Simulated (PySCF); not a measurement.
# CH9GaN2: the cost of one run

Programs: PySCF 2.14.0, with density-fitted response routines of our own. Each step states its level of theory. These are calculated values for one molecule in the gas phase, unless marked as measured. Atoms are numbered from 0 throughout.

## 1. The molecule as given

13 atoms, charge 0, multiplicity 1; geometry from: GFN2-xTB. The atoms were then displaced at random by about 0.01 Å, so the start is not that level's minimum.

Bonds of the start (Å): C0–N1 1.46, N1–Ga2 1.84, Ga2–N3 2.16, C0–H4 1.12, C0–H5 1.11, C0–H6 1.08, N1–H7 1.01, Ga2–H8 1.53, Ga2–H9 1.52, N3–H10 1.04, N3–H11 1.04, N3–H12 1.00.

## 2. Optimising the geometry at PBE0-D3(BJ)/def2-SVP

The job: settings as JSON, then the geometry in Å.

```
{"job": {"xc": "PBE0", "basis": "def2-SVP", "d3": "d3bj", "grid": 1, "shake": 0.01, "kind": "geom"}, "charge": 0, "multiplicity": 1}
C      1.974040     0.373740     0.002360
N      0.940180    -0.599550     0.349200
Ga    -0.612200    -0.947650    -0.580750
N     -1.880650     0.565710     0.292630
H      1.562140     1.010560    -0.825540
H      2.179810     1.060660     0.845290
H      2.901520    -0.055420    -0.341130
H      1.349240    -1.262400     0.998920
H     -1.348290    -2.203920    -0.104510
H     -0.700840    -0.431810    -2.012630
H     -2.008920     0.392450     1.305910
H     -2.841430     0.593570    -0.101040
H     -1.508780     1.487170     0.160950
```

Started as:

```console
OMP_NUM_THREADS=1 python probes_run.py task.json out
```

One launch serves the whole session: the jobs run in the order shown.

**Question.** How long does this first job take on 1 thread of Arm Neoverse V1, shared host, and how much memory does it need?

About 49 s, with a peak of 0.51 GiB.
